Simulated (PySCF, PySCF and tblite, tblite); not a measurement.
**C₅H₉BO₂: a path driven as rotation about a bond, and NMR exchange, part 1 of 2**

How fast is rotation about a bond in C₅H₉BO₂ (`C#C[C@@H](C)CB(O)O`), and when do the exchanging lines merge?

Programs: PySCF 2.14.0 with density-fitted response routines of our own, and tblite 0.8.0. All values are computed, except where a source is named. Atoms count from 0 throughout.

### Step 1. The molecule as given

17 atoms, charge 0, multiplicity 1; geometry from: force field or distance geometry start.

Bonds of the start (Å): B5–O6 1.46, B5–O7 1.46, C0–C1 1.19, C0–H8 1.06, C1–C2 1.49, C2–C3 1.53, C2–C4 1.53, C2–H9 1.11, C3–H10 1.12, C3–H11 1.10, C3–H12 1.12, C4–B5 1.59, C4–H13 1.12, C4–H14 1.12, O6–H15 0.99, O7–H16 0.99.

### Step 2. GFN2-xTB relaxation, start minimum

Job settings and geometry (Å):

```
{"job": {"xc": "GFN2-xTB", "basis": "xTB", "kind": "relax"}, "charge": 0, "multiplicity": 1}
C     -2.552700     2.014300    -0.281000
C     -1.752300     1.176400    -0.012600
C     -0.744600     0.137100     0.339800
C     -1.287500    -1.226600    -0.097300
C      0.586600     0.475100    -0.336000
B      1.784200    -0.441700     0.174900
O      2.166700    -0.420500     1.585200
O      2.511400    -1.302700    -0.751100
H     -3.270700     2.755800    -0.522400
H     -0.629600     0.149500     1.445700
H     -0.588300    -2.038100     0.221300
H     -1.422300    -1.284700    -1.189900
H     -2.271200    -1.431400     0.407800
H      0.501000     0.366600    -1.448800
H      0.861800     1.540000    -0.124100
H      2.849000     0.289000     1.668700
H      3.251600    -0.746300    -1.090300
```

Run with:

```
> OMP_NUM_THREADS=1 python ens_run.py task.json out
```

The driver reads the study from task.json and runs its stages one after another.

Log:

```text
step      E/eV     max force
  0    -669.93521    2.537
  1    -670.15191    3.911
  2    -670.18052    4.196
  3    -670.31879    0.681
  4    -670.33652    0.380
  5    -670.36343    0.370
  6    -670.37655    0.339
  7    -670.41282    0.488
  8    -670.45584    0.771
  9    -670.51183    1.041
 10    -670.59917    0.887
 11    -670.68332    0.977
 12    -670.73413    1.251
 13    -670.68986    2.382
 14    -670.87433    0.815
 15    -670.93027    0.709
 16    -671.05349    1.412
 17    -671.11447    0.601
 18    -671.15626    0.534
 19    -671.21957    0.691
 20    -671.24759    0.453
 21    -671.27139    0.442
 22    -671.29813    0.331
 23    -671.31248    0.269
 24    -671.32331    0.223
 25    -671.32939    0.165
 26    -671.33294    0.123
 27    -671.33500    0.135
 28    -671.33628    0.108
 29    -671.33709    0.089
 30    -671.33775    0.059
 31    -671.33848    0.070
 32    -671.33934    0.106
 33    -671.34028    0.116
 34    -671.34127    0.107
 35    -671.34256    0.082
 36    -671.34463    0.096
 37    -671.34780    0.133
 38    -671.35143    0.151
 39    -671.35429    0.146
 40    -671.35632    0.119
 41    -671.35816    0.100
 42    -671.35994    0.126
 43    -671.36188    0.095
 44    -671.36329    0.076
 45    -671.36414    0.051
 46    -671.36472    0.056
 47    -671.36527    0.062
 48    -671.36581    0.048
 49    -671.36623    0.046
 50    -671.36650    0.054
 51    -671.36676    0.063
 52    -671.36703    0.056
 53    -671.36724    0.028
 54    -671.36736    0.025
 55    -671.36746    0.025
 56    -671.36757    0.021
 57    -671.36766    0.019
 58    -671.36772    0.015
 59    -671.36775    0.016
 60    -671.36780    0.020
 61    -671.36789    0.023
 62    -671.36802    0.027
 63    -671.36815    0.027
 64    -671.36825    0.030
 65    -671.36835    0.066
 66    -671.36848    0.079
 67    -671.36871    0.049
 68    -671.36956    0.101
 69    -671.36983    0.060
 70    -671.37008    0.045
 71    -671.37035    0.068
 72    -671.37069    0.088
 73    -671.37099    0.059
 74    -671.37124    0.031
 75    -671.37145    0.047
 76    -671.37164    0.067
 77    -671.37183    0.064
 78    -671.37203    0.036
 79    -671.37221    0.031
 80    -671.37234    0.043
 81    -671.37248    0.034
 82    -671.37265    0.032
 83    -671.37282    0.036
 84    -671.37296    0.045
 85    -671.37307    0.036
 86    -671.37314    0.025
 87    -671.37319    0.020
 88    -671.37323    0.032
 89    -671.37330    0.035
 90    -671.37340    0.039
 91    -671.37348    0.036
 92    -671.37355    0.023
 93    -671.37359    0.019
 94    -671.37362    0.014
 95    -671.37368    0.021
 96    -671.37375    0.027
 97    -671.37383    0.027
 98    -671.37389    0.019
 99    -671.37393    0.014
100    -671.37396    0.016
101    -671.37401    0.029
102    -671.37410    0.036
103    -671.37422    0.029
104    -671.37437    0.027
105    -671.37453    0.032
106    -671.37467    0.031
107    -671.37476    0.024
108    -671.37482    0.016
109    -671.37484    0.011
110    -671.37486    0.011
111    -671.37488    0.010
112    -671.37489    0.010
113    -671.37490    0.007
114    -671.37491    0.006
115    -671.37492    0.005
116    -671.37493    0.005
117    -671.37493    0.006
118    -671.37495    0.008
119    -671.37496    0.007
120    -671.37497    0.007
121    -671.37498    0.008
122    -671.37501    0.012
123    -671.37503    0.014
124    -671.37506    0.014
125    -671.37510    0.016
126    -671.37514    0.017
127    -671.37518    0.020
128    -671.37522    0.022
129    -671.37525    0.013
130    -671.37526    0.020
131    -671.37528    0.021
132    -671.37531    0.025
133    -671.37534    0.020
134    -671.37537    0.015
135    -671.37539    0.013
136    -671.37541    0.015
137    -671.37542    0.012
138    -671.37544    0.009
139    -671.37546    0.010
140    -671.37548    0.019
141    -671.37551    0.025
142    -671.37554    0.025
143    -671.37560    0.018
144    -671.37565    0.016
145    -671.37570    0.023
146    -671.37575    0.024
147    -671.37581    0.025
148    -671.37588    0.021
149    -671.37593    0.016
150    -671.37597    0.027
151    -671.37600    0.019
152    -671.37602    0.012
153    -671.37605    0.007
154    -671.37606    0.007
155    -671.37607    0.008
156    -671.37608    0.007
157    -671.37610    0.006
158    -671.37610    0.006
159    -671.37611    0.006
160    -671.37611    0.005
161    -671.37612    0.005
162    -671.37612    0.005
163    -671.37613    0.004
164    -671.37613    0.003
165    -671.37613    0.003
166    -671.37613    0.004
167    -671.37613    0.003
168    -671.37614    0.003
169    -671.37614    0.002
```

It took 2.6 s on 1 thread of Intel Xeon at 2.50GHz, shared host.

Gain 1.441 eV; displacement 0.46 Å root mean square.

### Step 3. Relaxed scan, rotation

Job settings and geometry (Å):

```
{"job": {"xc": "GFN2-xTB", "basis": "xTB", "coordinate": [["t", [4, 5, 6, 15], 0.5], ["t", [7, 5, 6, 15], 0.5]], "kind": "drive"}, "charge": 0, "multiplicity": 1}
C     -2.686852     1.935389    -0.359147
C     -1.814008     1.184022    -0.033588
C     -0.753382     0.263473     0.335163
C     -1.207180    -1.177078     0.088121
C      0.524060     0.587314    -0.458811
B      1.816885    -0.216811     0.023983
O      1.938765    -0.543366     1.334583
O      2.758199    -0.514221    -0.904674
H     -3.451996     2.598199    -0.634524
H     -0.538990     0.390273     1.402332
H     -0.424580    -1.865802     0.396699
H     -1.412244    -1.331494    -0.969258
H     -2.112278    -1.394908     0.651491
H      0.342813     0.411396    -1.519952
H      0.729651     1.656169    -0.357164
H      2.736318    -1.001596     1.602302
H      3.547822    -0.968928    -0.607465
```

Log:

```text
point  coordinate     E/eV
  0    -74.300     -671.35271
  1    -59.600     -671.28868
  2    -44.800     -671.19851
  3    -29.600     -671.10491
  4    -14.300     -671.03693
  5      1.200     -671.02094
  6     16.700     -671.06265
  7     32.000     -671.14993
  8     47.000     -671.25206
  9     61.800     -671.34439
 10     76.500     -671.40683
 11     91.100     -671.42695
```

It took 3.5 s on 1 thread of Intel Xeon at 2.50GHz, shared host.

The highest point is number 5, 7.7 kcal/mol above the first.

### Step 4. Nudged elastic band, leg 1

Changed since step 3:

```diff
@@ -1,2 +1,2 @@
-{"job": {"xc": "GFN2-xTB", "basis": "xTB", "coordinate": [["t", [4, 5, 6, 15], 0.5], ["t", [7, 5, 6, 15], 0.5]], "kind": "drive"}, "charge": 0, "multiplicity": 1}
+{"job": {"xc": "GFN2-xTB", "basis": "xTB", "kind": "neb"}, "charge": 0, "multiplicity": 1}
 C     -2.686852     1.935389    -0.359147
```

Log:

```text
image   E - E0 / eV
  0       0.0000
  1       0.0798
  2       0.2686
  3       0.3562
  4       0.1335
  5      -0.0234
  6      -0.0527
```

It took 6.3 s on 1 thread of Intel Xeon at 2.50GHz, shared host; peak memory 0.19 GiB.

The highest point is number 3, 8.2 kcal/mol above the first.

### Step 5. Saddle search, leg 1

Job settings and geometry (Å):

```
{"job": {"xc": "GFN2-xTB", "basis": "xTB", "kind": "saddle"}, "charge": 0, "multiplicity": 1}
C     -2.651354     1.936768    -0.343681
C     -1.785329     1.179273    -0.014736
C     -0.730999     0.249035     0.350901
C     -1.194097    -1.185743     0.089839
C      0.549952     0.571993    -0.438167
B      1.834129    -0.304791    -0.046254
O      1.990506    -0.913644     1.183627
O      2.759486    -0.488341    -1.006493
H     -3.413096     2.601995    -0.623273
H     -0.527267     0.363739     1.422491
H     -0.411933    -1.878347     0.389741
H     -1.403556    -1.326665    -0.968418
H     -2.099434    -1.402842     0.653533
H      0.345228     0.469361    -1.504838
H      0.795756     1.626603    -0.281473
H      2.426690    -0.471361     1.901948
H      3.515317    -1.027031    -0.764746
```

Log:

```text
step      E/eV     max force
  0    -671.01997   0.0662
  1    -671.02097   0.1077
  2    -671.02134   0.0425
  3    -671.02092   0.1746
  4    -671.02157   0.0236
  5    -671.02163   0.0711
  6    -671.02168   0.0065
  7    -671.02175   0.0188
  8    -671.02178   0.0116
  9    -671.02179   0.0022
lowest wavenumbers (cm-1): -612.5 26.3 57.2 105.4 157.2 198.6
```

Wall time 7.8 s (1 thread of Intel Xeon at 2.50GHz, shared host); peak memory 0.19 GiB.

Point group C1; 1 imaginary mode, 612i cm⁻¹, carried by H15, O6. Steps downhill from it reached both ends.

### Step 6. Shieldings, start: PBE0/pcSseg-1

Job settings and geometry (Å):

```
{"job": {"kind": "nmr", "xc": "PBE0", "basis": "pcSseg-1", "pop": false}, "charge": 0, "multiplicity": 1}
C     -2.686852     1.935389    -0.359147
C     -1.814008     1.184022    -0.033588
C     -0.753382     0.263473     0.335163
C     -1.207180    -1.177078     0.088121
C      0.524060     0.587314    -0.458811
B      1.816885    -0.216811     0.023983
O      1.938765    -0.543366     1.334583
O      2.758199    -0.514221    -0.904674
H     -3.451996     2.598199    -0.634524
H     -0.538990     0.390273     1.402332
H     -0.424580    -1.865802     0.396699
H     -1.412244    -1.331494    -0.969258
H     -2.112278    -1.394908     0.651491
H      0.342813     0.411396    -1.519952
H      0.729651     1.656169    -0.357164
H      2.736318    -1.001596     1.602302
H      3.547822    -0.968928    -0.607465
```

Log:

```text
coarse grid: 14272 points
cycle   1  E = -370.5871211963  dE =  1.070e+00  |g| = 9.212e-01  |ddm| = 3.721e+00
cycle   2  E = -370.5010270148  dE =  8.609e-02  |g| = 1.176e+00  |ddm| = 1.583e+00
cycle   3  E = -370.7494351940  dE = -2.484e-01  |g| = 9.318e-02  |ddm| = 8.836e-01
cycle   4  E = -370.7510923562  dE = -1.657e-03  |g| = 2.870e-02  |ddm| = 9.927e-02
cycle   5  E = -370.7512540241  dE = -1.617e-04  |g| = 1.195e-02  |ddm| = 2.888e-02
cycle   6  E = -370.7512815103  dE = -2.749e-05  |g| = 5.327e-03  |ddm| = 1.141e-02
cycle   7  E = -370.7512882214  dE = -6.711e-06  |g| = 1.060e-03  |ddm| = 4.303e-03
final grid: 138016 points
cycle   8  E = -370.8188257183  dE = -5.181e-05  |g| = 1.006e-02  |ddm| = 5.113e-02
cycle   9  E = -370.8188053451  dE =  2.037e-05  |g| = 1.396e-02  |ddm| = 1.960e-02
cycle  10  E = -370.8188471853  dE = -4.184e-05  |g| = 2.674e-03  |ddm| = 1.138e-02
cycle  11  E = -370.8188488705  dE = -1.685e-06  |g| = 5.021e-04  |ddm| = 1.998e-03
cycle  12  E = -370.8188489233  dE = -5.282e-08  |g| = 1.553e-04  |ddm| = 4.854e-04
cycle  13  E = -370.8188489282  dE = -4.893e-09  |g| = 3.615e-05  |ddm| = 1.424e-04
cycle  14  E = -370.8188489285  dE = -2.424e-10  |g| = 1.204e-05  |ddm| = 3.761e-05
converged SCF energy = -370.8188489285

GIAO shielding tensors (ppm)
atom      isotropic    diamagn.    paramagn.     s11        s22        s33       span
  0 C      113.318     257.993    -144.675     44.115     49.656    246.181    202.067
  1 C       90.449     260.323    -169.874    -19.615     -8.985    299.947    319.562
  2 C      163.373     244.048     -80.675    154.673    162.633    172.813     18.141
  3 C      161.949     247.149     -85.200    146.979    153.108    185.760     38.781
  4 C      159.460     252.113     -92.652    144.177    150.530    183.673     39.496
  5 B       71.910     193.920    -122.010     54.099     68.780     92.850     38.751
  6 O      216.549     387.373    -170.824    127.106    256.799    265.743    138.637
  7 O      210.401     382.868    -172.467    121.135    248.705    261.362    140.228
  8 H       30.268      34.331      -4.063     25.110     25.170     40.523     15.413
  9 H       28.988      29.548      -0.560     24.501     28.731     33.732      9.231
 10 H       30.677      30.551       0.126     25.625     30.444     35.961     10.335
 11 H       30.756      30.047       0.709     27.932     28.687     35.649      7.717
 12 H       30.295      28.890       1.405     26.103     27.737     37.044     10.942
 13 H       30.653      31.919      -1.266     26.944     30.602     34.413      7.468
 14 H       30.347      30.598      -0.250     25.778     29.620     35.644      9.867
 15 H       28.416      30.156      -1.740     23.054     23.139     39.055     16.001
 16 H       28.306      29.174      -0.867     22.889     23.133     38.897     16.009
```

Wall time 61 s (1 thread of Intel Xeon at 2.50GHz, shared host); peak memory 0.83 GiB.

In short: HOMO -7.41 eV, LUMO 0.48 eV; dipole 3.60 D.

(Continued in part 2 of 2.)
